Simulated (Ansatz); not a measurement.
Write a Python script for Ansatz's Python interface that makes energies of removing a hydrogen of C2H2F2Si, SMILES FC1=C(F)[SiH2]1. Settings (for the species named): CAM-B3LYP, def2-SVPD basis, multiplicity 1.

```tsv
atom	x (Å)	y (Å)	z (Å)
F	0.5581	-1.6340	1.2549
C	-0.2291	-0.5337	0.8716
C	-0.8508	-0.4860	-0.3280
F	-0.6075	-1.4865	-1.1903
Si	0.2331	0.9303	-0.0364
H	-0.5405	2.2025	0.2181
H	1.4979	0.9393	-0.8354
```

The script, `bde.py`:
```python
"""Cost of removing each kind of hydrogen from C2H2F2Si, fragments frozen."""

import ansatz


def energy_of(molecule, charge=0, unpaired=0):
    calc = (
        molecule.calculation()
        .basis(gaussian="def2-SVPD")
        .functional("cam_b3lyp")
    )
    if charge:
        calc = calc.charge(charge)
    if unpaired:
        calc = calc.spin("collinear", total=unpaired)
    return calc.run(threads=1, backend="cpu").report["free_energy_ev"]

GEOMETRY = """
F     0.55810   -1.63400    1.25490
C    -0.22910   -0.53370    0.87160
C    -0.85080   -0.48600   -0.32800
F    -0.60750   -1.48650   -1.19030
Si    0.23310    0.93030   -0.03640
H    -0.54050    2.20250    0.21810
H     1.49790    0.93930   -0.83540
"""

def without(molecule, index):
    rest = ansatz.Crystal.molecule()
    for i, site in enumerate(molecule.cartesian_sites):
        if i != index:
            rest = rest.atom(site.symbol, site.position_ang)
    return rest

geometry = ansatz.Crystal.molecule()
for line in GEOMETRY.strip().splitlines():
    symbol, *xyz = line.split()
    geometry = geometry.atom(symbol, [float(v) for v in xyz])

whole = energy_of(geometry, 0)
hydrogen = energy_of(ansatz.Crystal.molecule().atom("H", (0, 0, 0)), 0, 1)
print(f"E(molecule) = {whole:.5f} eV, E(H) = {hydrogen:.5f} eV")
for index in [6]:
    radical = energy_of(without(geometry, index), 0, 1)
    print(f"H{index}: homolysis {96.485332 * (radical + hydrogen - whole):.1f} kJ/mol")
```

```console
$ python bde.py
E(molecule) = -15403.59822 eV, E(H) = -13.54842 eV
H6: homolysis 378.6 kJ/mol
```

Caveats:
- Total energies depend on the basis set; only differences at equal settings carry meaning.
- The geometry is a force-field or estimated start, not a minimum of this method, and the basis set is short of its limit. All parts are taken at fixed geometry, without zero-point energy.
- Wall time of the script: 6.6 s on 1 thread of AMD EPYC 9R45 96-Core Processor (Zen 5) (shared host), peak memory 0.43 GiB.

(Lines on the test bed's own set-up are left out of the output.)
